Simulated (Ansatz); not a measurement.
# Ti: the cost of one run

Program: Ansatz 0.2.0. Level of theory: DFT r2SCAN, scalar-relativistic, plane waves, PAW. These are calculated values, not measurements.

### Step 1. The starting structure

The structure is cubic, space group Im-3m (No. 229). The conventional cell has a = 3.282 Å, b = 3.282 Å, c = 3.282 Å, α = 90.00°, β = 90.00°, γ = 90.00°. Around Ti (site symmetry m-3m) lie 8 Ti at 2.84 Å.

As a file:

```cif
data_structure
_symmetry_space_group_name_H-M 'P 1'
_symmetry_Int_Tables_number 1
_cell_length_a 5.6846
_cell_length_b 5.6846
_cell_length_c 5.6846
_cell_angle_alpha 109.471
_cell_angle_beta 109.471
_cell_angle_gamma 109.471
_cell_volume 141.41
loop_
_atom_site_label
_atom_site_type_symbol
_atom_site_fract_x
_atom_site_fract_y
_atom_site_fract_z
_atom_site_occupancy
Ti1 Ti 0.00000 0.00000 0.50000 1
Ti2 Ti 0.50000 0.00000 0.50000 1
Ti3 Ti 0.00000 0.50000 0.50000 1
Ti4 Ti 0.50000 0.50000 0.50000 1
Ti5 Ti 0.00000 0.00000 0.00000 1
Ti6 Ti 0.50000 0.00000 0.00000 1
Ti7 Ti 0.00000 0.50000 0.00000 1
Ti8 Ti 0.50000 0.50000 0.00000 1
```

The cell is taken as given, not relaxed at this level.

### Step 2. Zero of energy

The cell is repeated 8 times, 8 atoms in all. The reference gives a free energy of -20033.9336 eV, pressure -2.82 GPa, largest force 0.000 eV/Å and gap on the mesh none (metal). It was computed beforehand with the settings of the runs below.

### Step 3. The scan: a one-atom displacement scan

Atom 1 (Ti) is moved by x along the Cartesian unit vector (0.577, 0.577, 0.577); the cell and all other atoms stay fixed. Forces below are components along that vector, summed over the moved atoms. In a periodic cell its images move with it.

### Step 4. Point x = -0.300 Å

Input file input.yaml:

```yaml
crystal:
  lattice:
    - [3.282, 3.282, -3.282]
    - [3.282, -3.282, 3.282]
    - [-3.282, -3.282, -3.282]
  atoms:
    - { symbol: Ti, position: [0.0, 0.0, 0.5527742476] }
    - { symbol: Ti, position: [0.5, 0.0, 0.5] }
    - { symbol: Ti, position: [0.0, 0.5, 0.5] }
    - { symbol: Ti, position: [0.5, 0.5, 0.5] }
    - { symbol: Ti, position: [0.0, 0.0, 0.0] }
    - { symbol: Ti, position: [0.5, 0.0, 0.0] }
    - { symbol: Ti, position: [0.0, 0.5, 0.0] }
    - { symbol: Ti, position: [0.5, 0.5, 0.0] }
basis:
  ecutwfc: 500
kpoints:
  mp_grid: { grid: [10, 10, 10] }
hamiltonian:
  xc: r2scan
scf:
  occupations: { method: gaussian, width: 0.15 }
output:
  forces: true
  stress: true
  eigenvalues: true
```

Command:

```bash
> ansatz run input.yaml --threads 2 --pin off --max-ram 5120MiB --backend cpu --events-out ev --progress --plain --runs-dir out
```

Q: Estimate wall time and peak memory on 2 threads of Intel Xeon 6975P-C (Granite Rapids), shared host.

About 43 s, with a peak of 1.3 GiB.
